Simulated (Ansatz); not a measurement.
# Alloy of Si and Sn (0 of 16 Si sites exchanged), 16 atoms with displaced atoms

Aim: a base single point, then the same cell under other settings, to see what each one moves.

Method: density functional theory in Ansatz 0.2.0, PAW datasets, plane waves.

### Step 1. The starting cell

16 atoms (16 Si); a = 7.730 Å, b = 7.730 Å, c = 7.730 Å, α = 60.00°, β = 60.00°, γ = 60.00°. All atoms were shaken off their sites by about 0.10 Å along each axis.

Coordinates:

```xyz
16
Lattice="0.0000 5.4660 5.4660 5.4660 0.0000 5.4660 5.4660 5.4660 0.0000" Properties=species:S:1:pos:R:3 pbc="T T T"
Si   10.8235    5.6452    5.6301
Si    5.3348    5.5120    5.5406
Si    1.1820    1.4966    1.4702
Si    7.0510    6.8530    6.9278
Si    8.0473    2.8734    5.5362
Si    2.9516    2.7113    5.5164
Si    4.0272    4.2730    1.2397
Si    4.2847    4.2147    6.7815
Si    8.0811    5.4416    2.8127
Si    2.6619    5.3204    2.7257
Si    4.0020    1.2946    4.1348
Si    4.1279    6.8492    4.1910
Si   10.8017    8.2187    8.1496
Si    5.6484    8.2321    8.2094
Si    1.3388    4.1689    4.1378
Si    6.9098    3.9668    3.9606
```

### Step 2. PBEsol single point

Input file in.yaml:

```yaml
crystal:
  lattice:
    - [0.000000, 5.465991, 5.465991]
    - [5.465991, 0.000000, 5.465991]
    - [5.465991, 5.465991, 0.000000]
  atoms:
    - { symbol: Si, position: [0.041327, 0.988691, 0.991458] }
    - { symbol: Si, position: [0.523035, 0.490607, 0.485388] }
    - { symbol: Si, position: [0.163261, 0.105709, 0.110533] }
    - { symbol: Si, position: [0.615610, 0.651834, 0.638151] }
    - { symbol: Si, position: [0.033143, 0.979697, 0.492551] }
    - { symbol: Si, position: [0.482628, 0.526593, 0.013398] }
    - { symbol: Si, position: [0.135885, 0.090921, 0.645860] }
    - { symbol: Si, position: [0.613935, 0.626736, 0.157141] }
    - { symbol: Si, position: [0.015836, 0.498737, 0.979700] }
    - { symbol: Si, position: [0.492518, 0.006149, 0.480849] }
    - { symbol: Si, position: [0.130569, 0.625890, 0.106276] }
    - { symbol: Si, position: [0.632306, 0.134444, 0.620748] }
    - { symbol: Si, position: [0.509196, 0.981767, 0.994404] }
    - { symbol: Si, position: [0.987299, 0.514601, 0.518762] }
    - { symbol: Si, position: [0.637387, 0.119621, 0.125307] }
    - { symbol: Si, position: [0.093092, 0.631504, 0.632634] }
kpoints:
  mp_grid: { grid: [2, 2, 2], shift: [0.5, 0.5, 0.5] }
hamiltonian:
  xc: pbesol
scf:
  occupations: { method: fermi_dirac, width: 0.01 }
output:
  forces: true
  eigenvalues: true
  stress: true
  populations: true
```

Started as:

```console
$ ansatz run in.yaml --threads 8 --pin off --max-ram 13300MiB --runs-dir r --events-out ev --progress --plain
```

### Step 3. Changed settings: cutoff 480 eV

Changes to in.yaml since step 2:

```diff
@@ -24,2 +24,3 @@
   mp_grid: { grid: [2, 2, 2], shift: [0.5, 0.5, 0.5] }
+basis: { ecutwfc: 480 }
 hamiltonian:
@@ -28,2 +29,3 @@
   occupations: { method: fermi_dirac, width: 0.01 }
+  max_iter: 100
 output:
@@ -32,2 +34 @@
   stress: true
-  populations: true
```

### Step 4. Run again with starting moment 1 μB

Changes to in.yaml since step 3:

```diff
@@ -24,8 +24,10 @@
   mp_grid: { grid: [2, 2, 2], shift: [0.5, 0.5, 0.5] }
-basis: { ecutwfc: 480 }
 hamiltonian:
   xc: pbesol
+magnetization:
+  spin_polarized: true
+  initial_magnetization: 1
 scf:
   occupations: { method: fermi_dirac, width: 0.01 }
-  max_iter: 100
+  max_iter: 50
 output:
```

### Step 5. Changed settings: cutoff 800 eV

Changes to in.yaml since step 4:

```diff
@@ -24,10 +24,8 @@
   mp_grid: { grid: [2, 2, 2], shift: [0.5, 0.5, 0.5] }
+basis: { ecutwfc: 800 }
 hamiltonian:
   xc: pbesol
-magnetization:
-  spin_polarized: true
-  initial_magnetization: 1
 scf:
   occupations: { method: fermi_dirac, width: 0.01 }
-  max_iter: 50
+  max_iter: 100
 output:
```

### Step 6. Run again with density threshold 0.01 eV

Changes to in.yaml since step 5:

```diff
@@ -24,3 +24,2 @@
   mp_grid: { grid: [2, 2, 2], shift: [0.5, 0.5, 0.5] }
-basis: { ecutwfc: 800 }
 hamiltonian:
@@ -29,3 +28,4 @@
   occupations: { method: fermi_dirac, width: 0.01 }
-  max_iter: 100
+  max_iter: 50
+  convergence: { dr2_threshold: 1e-02 }
 output:
```

### Step 7. Changed settings: dispersion D3(BJ), cutoff 240 eV, at most 2 cycles

Changes to in.yaml since step 6:

```diff
@@ -24,8 +24,9 @@
   mp_grid: { grid: [2, 2, 2], shift: [0.5, 0.5, 0.5] }
+basis: { ecutwfc: 240 }
 hamiltonian:
   xc: pbesol
+  dispersion: d3bj
 scf:
   occupations: { method: fermi_dirac, width: 0.01 }
-  max_iter: 50
-  convergence: { dr2_threshold: 1e-02 }
+  max_iter: 2
 output:
```

Before running it: what results should come out? Wanted: for each run, settings; status; energy from base; forces from base.

As calculated:

| settings | status | cycles | time | energy from base (meV/atom) | forces from base (eV/Å rms) | filled to empty level on the mesh (eV) |
| --- | --- | --- | --- | --- | --- | --- |
| base | converged | 7 | 2.2 s (8 CPU threads) | 0 | 0 | 0.40 |
| cutoff 480 eV | converged | 7 | 1.1 s (8 CPU threads) | -0.2 | 0.000 | 0.40 |
| starting moment 1 μB | converged | 13 | 2.3 s (8 CPU threads) | 0.0 | 0.000 | 0.40 |
| cutoff 800 eV | converged | 7 | 1.9 s (8 CPU threads) | -0.4 | 0.000 | 0.40 |
| density threshold 0.01 eV | converged, settings too loose | 6 | 0.9 s (8 CPU threads) | 0.0 | 0.000 | 0.40 |
| dispersion D3(BJ), cutoff 240 eV, at most 2 cycles | not converged | - | 0.4 s (8 CPU threads) | - | - | - |

Among these variants the forces move most with cutoff 800 eV (0.000 eV/Å rms). 1 of 5 variants gave no result: dispersion D3(BJ), cutoff 240 eV, at most 2 cycles (not converged).
